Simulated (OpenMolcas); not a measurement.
# Tc⁵⁺ among point charges: CASSCF and CASPT2 levels and susceptibility

How does a field of 5 point charges split the states of Tc⁵⁺, and what χT follows?

The numbers are computed with OpenMolcas 26.06 (state-averaged CASSCF and CASPT2, spin-orbit coupling by RASSI with atomic mean-field integrals), except any that are marked as measured or tabulated.

### Step 1. What is computed

| Property | Result |
| --- | --- |
| Species | Tc⁵⁺ (technetium, Z = 43, 38 electrons) |
| Basis | ANO-RCC-VDZP [6s5p3d1f], 43 functions |
| Scalar Hamiltonian | DKH2, point nucleus |
| Inactive shells | 1s 2s 2p 3s 3p 3d 4s 4p |
| Active space | 2 electrons in 5 orbitals (4d) |
| Some configurations of this space | 4d2 |
| Orbitals | optimised for each spin and parity, averaged over all roots |

The outer shells:

4d2
```
4d [↑ ][↑ ][  ][  ][  ]
```

The ion sits among 5 point charges of -2 e arranged as a trigonal bipyramid (D3h), 1.74 Å from the ion.

Each step is its own input file, run in one work folder so that later steps find the files of earlier ones. Labels, J, g values, rates, χT and fits are worked out afterwards by a script from the matrices that RASSI stores.

### Step 2. GATEWAY and SEWARD: basis and integrals

The input, a.inp:

```
&GATEWAY
Coord
1

Tc 0.0 0.0 0.0
Basis=ANO-RCC-VDZP
Group=NoSym
NoMove
AngMom=0.0 0.0 0.0
AMFI
XField
5 Angstrom 0
1.740000 0.000000 0.000000 -2.000000
-0.870000 1.506884 0.000000 -2.000000
-0.870000 -1.506884 0.000000 -2.000000
0.000000 0.000000 1.740000 -2.000000
0.000000 0.000000 -1.740000 -2.000000
&SEWARD
```

Run with:

```
> OMP_NUM_THREADS=1 MOLCAS_MEM=1689 MOLCAS_PROJECT=a pymolcas a.inp > a.log
```

### Step 3. Reference wave functions, triplets, 10 roots

The input, a.inp:

```
&RASSCF
FileOrb=start.orb
Symmetry=1
Spin=3
nActEl=2 0 0
Inactive=18
Ras2=5
CIRoot=10 10 1
SDav=10
CIMx=300
Iter=120 100
PrWF=0.3
OrbListing=Nothing
MaxOrb=0
>>> COPY $Project.JobIph JOB001
```

start.orb holds the contracted functions of the basis, ordered by shell, or the orbitals of the step before.

### Step 4. Reference wave functions, singlets, 15 roots

The input, a.inp:

```
&RASSCF
FileOrb=start.orb
Symmetry=1
Spin=1
nActEl=2 0 0
Inactive=18
Ras2=5
CIRoot=15 15 1
SDav=15
CIMx=300
Iter=120 100
PrWF=0.3
OrbListing=Nothing
MaxOrb=0
>>> COPY $Project.JobIph JOB002
```

### Step 5. RASSI: spin-orbit coupling between the states

The input, a.inp:

```
&RASSI
NrOfJobIphs=2 10 15
1 2 3 4 5 6 7 8 9 10
1 2 3 4 5 6 7 8 9 10 11 12 13 14 15
IphNames
JOB001
JOB002
EJob
SpinOrbit
DIPRint=1.0
SOCoupling=1000.0
Subsets=2
Property=9
'ANGMOM' 1 'ANGMOM' 2 'ANGMOM' 3 'MLTPL  1' 1 'MLTPL  1' 2 'MLTPL  1' 3
'AMFI' 1 'AMFI' 2 'AMFI' 3
SOProperty=3
'ANGMOM' 1 'ANGMOM' 2 'ANGMOM' 3
```

### Step 6. CASPT2: IPEA 0.25, imaginary shift 0.1 (closed shells correlated: 4s 4p)

The input, a.inp:

```
>>> COPY JOB001 $Project.JobIph
&CASPT2
Multistate=10 1 2 3 4 5 6 7 8 9 10
NoMult
Frozen=14
IPEA=0.25
Imaginary=0.1
MaxIter=60
WThr=0.0 0.3 0.05
PrWF=0.5
NoMix
>>> COPY JOB002 $Project.JobIph
&CASPT2
Multistate=15 1 2 3 4 5 6 7 8 9 10 11 12 13 14 15
NoMult
Frozen=14
IPEA=0.25
Imaginary=0.1
MaxIter=60
WThr=0.0 0.3 0.05
PrWF=0.5
NoMix
```

(Steps that only read results are left out.)

What does the calculation give? Wanted: spin-free ground state; first state of the same spin within the active space; lowest level; next level.

As calculated:

| quantity | value |
| --- | --- |
| method | SS-CASPT2, IPEA 0.25, imaginary shift 0.1 (closed shells correlated: 4s 4p) |
| spin-free ground state | 3A2, 1-fold in its orbital part |
| first state of the same spin within the active space | 3A1 at 198 cm⁻¹ |
| lowest level | 2-fold E, g = 0.00, 0.00, 1.98 |
| next level | 472.0 cm⁻¹ |
| χT at 300 K | 0.23 cm³ K/mol |
| effective moment at 300 K | 1.36 μB |

Cost by method:

```csv
method,time of its own steps,time with the reference
A. CASSCF,5.7 s,5.7 s
"B. SS-CASPT2, IPEA 0.25, imaginary shift 0.1, +4s 4p",2.8 s,8.5 s
```

Times are of one thread on a shared host.

**Reading.** The spin-free ground state (3A2) comes to 100 % from free-ion F terms and keeps the highest spin of the shell. χT at 300 K is 0.23, against 1.00 cm³ K/mol for the spin alone, so spin-orbit coupling lowers it. CASPT2 does not keep the components of a term degenerate, and the means are used. The field of point charges can differ much from that of real complexes. Point charges carry no covalency, so the field is a model and not that of real ligands.
